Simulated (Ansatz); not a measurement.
# C₂H₅BBrInO: shape, modes and thermochemistry

What shape does C₂H₅BBrInO take? The plan is to relax it, then compute its harmonic vibrations to see whether it is a minimum and to get the zero-point energy and entropy.

Computed with Ansatz 0.2.0, Gaussian basis. Level: RKS PBE0-D4/def2-TZVP.

Plan: relaxation at PBE0-D4/def2-TZVP; harmonic vibrations at the same level.

1 further run of the same task is left out (set aside as unsound or not needed). Runs told in other sessions of the task aren't counted.

## (1) Where the work starts

SMILES `B[O][In]([Br])[CH]=C`, 11 atoms, charge 0, spin multiplicity 1.

Atoms are counted from 1 here; the program's logs count them from 0.

Bond lengths: B1–O2 1.313 Å, B1–H7 1.188 Å, B1–H8 1.183 Å, O2–In3 2.033 Å, In3–Br4 2.490 Å, In3–C5 2.252 Å, C5–C6 1.313 Å, C5–H9 1.080 Å, C6–H10 1.082 Å, C6–H11 1.085 Å. Angles: O2–B1–H7 123.9°, O2–B1–H8 116.8°, H7–B1–H8 119.3°, B1–O2–In3 139.0°, O2–In3–Br4 103.7°, O2–In3–C5 125.3°, Br4–In3–C5 130.9°, In3–C5–C6 121.2°, In3–C5–H9 114.5°, C6–C5–H9 124.3°, C5–C6–H10 122.6°, C5–C6–H11 121.3°, H10–C6–H11 116.1°.

The start is a GFN2-xTB geometry. In takes the def2 core potential; no spin-orbit term is included.

## (2) Geometry optimisation, PBE0-D4/def2-TZVP

File in.yaml:

```yaml
crystal:
  periodic: [false, false, false]
  atoms:
    - {symbol: B, position_ang: [-1.628780, -1.277100, 1.458230]}
    - {symbol: O, position_ang: [-1.495730, -1.313380, 0.152600]}
    - {symbol: In, position_ang: [-0.409490, -0.402180, -1.305110]}
    - {symbol: Br, position_ang: [-1.355030, -1.328220, -3.413700]}
    - {symbol: C, position_ang: [1.265750, 1.061700, -0.958080]}
    - {symbol: C, position_ang: [1.667150, 1.359220, 0.255960]}
    - {symbol: H, position_ang: [-1.002140, -0.559270, 2.167690]}
    - {symbol: H, position_ang: [-2.424150, -2.011810, 1.934740]}
    - {symbol: H, position_ang: [1.689300, 1.480290, -1.859250]}
    - {symbol: H, position_ang: [1.220590, 0.925120, 1.140420]}
    - {symbol: H, position_ang: [2.472520, 2.065630, 0.426500]}
basis:
  gaussian: {orbitals: def2-TZVP}
hamiltonian: {xc: pbe0, dispersion: d4}
relax: {f_tol: 0.005, max_steps: 150}
```

Run with:

```sh
$ ansatz run in.yaml --threads 4 --pin off --events-out ev --progress --plain --max-ram 10444MiB
```

Further steps of the session: Vibrations by finite differences.

**Question.** What will the summary of the whole plan be? Wanted: point group; shift from the start; total energy; dispersion term; dipole moment; lowest, highest wavenumber; zero-point energy.

As calculated:

| quantity | value |
| --- | --- |
| point group | C1 |
| steps | 30 |
| shift from the start (rms) | 0.351 Å |
| total energy | -80089.0948 eV |
| dispersion term | -227 meV |
| dipole moment | 3.74 D |
| lowest, highest wavenumber | 39, 3216 cm⁻¹ |
| zero-point energy | 42.1 kcal/mol |
| entropy at 298.15 K | 432.5 J/(mol K) |

In words: The relaxed geometry lies 0.35 Å (rms) from the start; the bond that changed most is In3–C5, from 2.252 to 2.108 Å. No mode is imaginary: a true minimum at this level. The stiffest mode, 3216 cm⁻¹, is a C–H stretch, and 6 modes under 200 cm⁻¹ make the vibrational entropy uncertain. Harmonic hybrid wavenumbers usually lie a few per cent above measured fundamentals. The largest Mulliken charge, +0.93 e, sits on In3.
